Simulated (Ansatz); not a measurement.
# CdW2: the cost of one run

Computed with Ansatz 0.2.0 (DFT PBE, scalar-relativistic, plane waves, PAW, unless a step's input says otherwise).

## (1) The starting structure

It takes space group P6/mmm (No. 191, hexagonal). The conventional cell has a = 4.396 Å, b = 4.396 Å, c = 3.092 Å, α = 90.00°, β = 90.00°, γ = 120.00°. Cd (site symmetry 6/mmm) is surrounded by 12 W at 2.97 Å and 2 Cd at 3.09 Å. Around W (site symmetry -6m2) lie 3 W at 2.54 Å.

Coordinates:

```
Cd W
1.0
     4.39561    0.00000    0.00000
    -2.19781    3.80671    0.00000
     0.00000    0.00000    3.09172
Cd W
1 2
Direct
  0.00000 0.00000 0.00000
  0.33333 0.66667 0.50000
  0.66667 0.33333 0.50000
```

This is candidate A: TbCd2 type (P6/mmm, No. 191).

(A quick probe on a coarse mesh, which set the mesh and smearing, is not shown.)

## (3) A loose first relaxation (candidate A)

The input, input.yaml:

```yaml
crystal:
  lattice:
    - [4.3956105114, 0.0, 0.0]
    - [-2.1978052558, 3.8067103681, 0.0]
    - [0.0, 0.0, 3.0917150724]
  atoms:
    - { symbol: Cd, position: [0.0, 0.0, 0.0] }
    - { symbol: W, position: [0.3333333333, 0.6666666667, 0.5] }
    - { symbol: W, position: [0.6666666667, 0.3333333333, 0.5] }
basis:
  ecutwfc: 420
kpoints:
  mp_grid: { grid: [6, 6, 6] }
hamiltonian:
  xc: pbe
scf:
  occupations: { method: gaussian, width: 0.1 }
  lower_state_search: "off"
output:
  forces: true
  stress: true
  eigenvalues: true
relax:
  adjacent_minimum: "off"
  f_tol: 0.04
  max_steps: 70
  cell: { stress_tol: 0.4 }
```

The run is started by

```
ansatz run input.yaml --threads 1 --pin off --max-ram 2560MiB --backend cpu --events-out ev --progress --plain --runs-dir out
```

**Question.** How long does this run take on 1 thread of Intel Xeon 6975P-C (Granite Rapids), shared host, and how much memory does it need?

About 7.3 s, with a peak of 0.38 GiB.
